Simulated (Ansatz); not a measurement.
# BTeH3O: vertical ionisation energy

Aim: the vertical ionisation energy of BTeH3O, as cation minus neutral at the neutral's geometry, on several levels, and how well −ε(HOMO) stands in for it.

The runs use Ansatz 0.2.0, Gaussian basis; unrestricted cation, the program's frozen cores in correlated methods.

Plan: UKS PBE-D4/def2-TZVPP; UKS r2SCAN-D4/def2-TZVPP; UKS PBE0-D4/def2-TZVPP; UKS B3LYP-D4/def2-TZVPP; UKS wB97X-V/def2-TZVPP; UKS wB97M-V/def2-TZVPP; UKS B2PLYP/def2-TZVPP; UHF-CCSD(T)/def2-TZVPP; UHF-MP2/def2-QZVPP; extrapolation to the limit; then −ε(HOMO) from the neutral's earlier runs with LDA (SPW92), PBE-D4, revPBE-D4, BLYP-D4, r2SCAN-D4, B97M-V, PBE0-D4, B3LYP-D4, r2SCANh-D4, r2SCAN0-D4, HSE06-D4, BHLYP-D4, CAM-B3LYP-D4, LC-ωPBE, ωB97X-V, ωB97M-V.

## 1. Structure used throughout

The geometry comes from an earlier relaxation with PBE0-D4/def2-TZVP; it is a stationary point. Te takes the def2 core potential; no spin-orbit term is included.

SMILES `OB[TeH]`, 6 atoms, charge 0, spin multiplicity 1.

Atoms are counted from 1 here; the program's logs count them from 0.

Bond lengths: O1–B2 1.347 Å, O1–H4 0.960 Å, B2–Te3 2.170 Å, B2–H5 1.193 Å, Te3–H6 1.653 Å. Angles: B2–O1–H4 116.4°, O1–B2–Te3 123.3°, O1–B2–H5 118.1°, Te3–B2–H5 118.6°, B2–Te3–H6 92.1°.

## 2. Cation, UKS PBE-D4/def2-TZVPP

The input, in.yaml:

```yaml
crystal:
  periodic: [false, false, false]
  atoms:
    - {symbol: O, position_ang: [-0.993929, -0.411894, -1.206112]}
    - {symbol: B, position_ang: [0.082717, -0.252302, -0.411880]}
    - {symbol: Te, position_ang: [0.019898, 0.805167, 1.481525]}
    - {symbol: H, position_ang: [-1.816030, -0.027736, -0.892178]}
    - {symbol: H, position_ang: [1.120586, -0.717174, -0.771191]}
    - {symbol: H, position_ang: [1.628857, 0.539941, 1.753537]}
basis:
  gaussian: {orbitals: def2-TZVPP}
total_charge: 1
magnetization: {spin_polarized: true, initial_magnetization: 1}
hamiltonian: {xc: pbe, dispersion: d4}
```

Launch:

```sh
> ansatz run in.yaml --threads 2 --pin off --events-out ev --progress --plain --max-ram 4352MiB
```

Further steps of the session: Cation, UKS r2SCAN-D4/def2-TZVPP; Cation, UKS PBE0-D4/def2-TZVPP; Cation, UKS B3LYP-D4/def2-TZVPP; Cation, UKS wB97X-V/def2-TZVPP; Cation, UKS wB97M-V/def2-TZVPP; Cation, UKS B2PLYP (frozen core)/def2-TZVPP; Cation, UHF-CCSD(T)/def2-TZVPP; Cation, UHF-MP2/def2-QZVPP.

**Question.** What will the summary of the whole plan be? Wanted: ionisation energy, CCSD(T)/CBS; nearest functional by difference; nearest −ε(HOMO); −ε(HOMO) of PBE; T1 of the cation.

As calculated:

```
                        quantity                value
  ionisation energy, CCSD(T)/CBS              9.10 eV
nearest functional by difference  B3LYP-D4 (-0.10 eV)
                nearest −ε(HOMO)   LC-ωPBE (+0.12 eV)
                 −ε(HOMO) of PBE              5.74 eV
                T1 of the cation                0.015
```

What this shows: By cation minus neutral, the functionals miss by 0.22 eV at most. −ε(HOMO) of PBE misses by 3.4 eV, since self-interaction lifts the level. Among orbital estimates LC-ωPBE comes nearest. Hartree-Fock falls 1.11 eV short, as the neutral has more correlation energy than the cation. Correlated methods include outer-core shells of Te, which these sets cover unevenly. With outer-core shells in play the reference is unsure by up to some tenths of an eV, so close misses can't be ranked.
